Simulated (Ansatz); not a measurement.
# C3H12O2Si2: the cost of one run

All numbers below are computed with Ansatz 0.2.0 (RKS PBE-D4/STO-3G).

## Step 1: The structure to begin with

Bond lengths (14 of 18 bonds, heavy atoms first): Si1–O2 1.680 Å, O2–Si3 1.680 Å, Si1–O7 1.680 Å, O7–C8 1.420 Å, Si1–C12 1.869 Å, Si1–C16 1.869 Å, Si3–H4 1.460 Å, Si3–H5 1.460 Å, Si3–H6 1.460 Å, C8–H9 1.110 Å, C8–H10 1.110 Å, C8–H11 1.110 Å, C12–H13 1.110 Å, C12–H14 1.110 Å. Angles (14 of 32 angles, heavy atoms first): Si1–O2–Si3 125.0°, O2–Si1–O7 109.4°, O2–Si1–C12 109.5°, O2–Si1–C16 109.5°, O7–Si1–C12 109.5°, O7–Si1–C16 109.5°, C12–Si1–C16 109.5°, Si1–O7–C8 125.0°, O2–Si3–H4 109.5°, O2–Si3–H5 109.5°, O2–Si3–H6 109.5°, O7–C8–H9 109.5°, O7–C8–H10 109.5°, O7–C8–H11 109.5°.

The coordinates stand in the first input below.

## Step 2: Preparing the start

Contents of input.yaml:

```yaml
crystal:
  periodic: [false, false, false]
  atoms:
    - { symbol: Si, position_ang: [0.0, 0.0, 0.0] }
    - { symbol: O, position_ang: [0.0, 0.0, 1.68] }
    - { symbol: Si, position_ang: [-1.3147, -0.4067, 2.6436] }
    - { symbol: H, position_ang: [-2.239, -1.2403, 1.8804] }
    - { symbol: H, position_ang: [-0.8506, -1.1432, 3.8157] }
    - { symbol: H, position_ang: [-1.9987, 0.8095, 3.0733] }
    - { symbol: O, position_ang: [1.5842, 0.0, -0.5594] }
    - { symbol: C, position_ang: [2.3503, -1.1632, -0.836] }
    - { symbol: H, position_ang: [1.7187, -1.9052, -1.3675] }
    - { symbol: H, position_ang: [3.2179, -0.8926, -1.4733] }
    - { symbol: H, position_ang: [2.7141, -1.6023, 0.1163] }
    - { symbol: C, position_ang: [-0.8808, 1.5259, -0.6227] }
    - { symbol: H, position_ang: [-1.9334, 1.2723, -0.8671] }
    - { symbol: H, position_ang: [-0.8624, 2.3106, 0.1622] }
    - { symbol: H, position_ang: [-0.3704, 1.9025, -1.5336] }
    - { symbol: C, position_ang: [-0.8808, -1.5259, -0.6227] }
    - { symbol: H, position_ang: [-1.3804, -2.0377, 0.2261] }
    - { symbol: H, position_ang: [-1.6409, -1.2332, -1.3768] }
    - { symbol: H, position_ang: [-0.1449, -2.2146, -1.0879] }
basis:
  gaussian: { orbitals: STO-3G }
hamiltonian:
  xc: pbe
  dispersion: d4
relax:
  f_tol: 0.02
  max_steps: 40
output:
  orbitals: {}
```

The run is started by

```bash
$ ansatz run input.yaml --threads 1 --pin off --max-ram 2048MiB --backend cpu --events-out ev --progress --plain --runs-dir out
```

What time and memory should one allow on 1 thread of Arm Neoverse V1, shared host?

About 2.8 min, with a peak of 0.15 GiB.
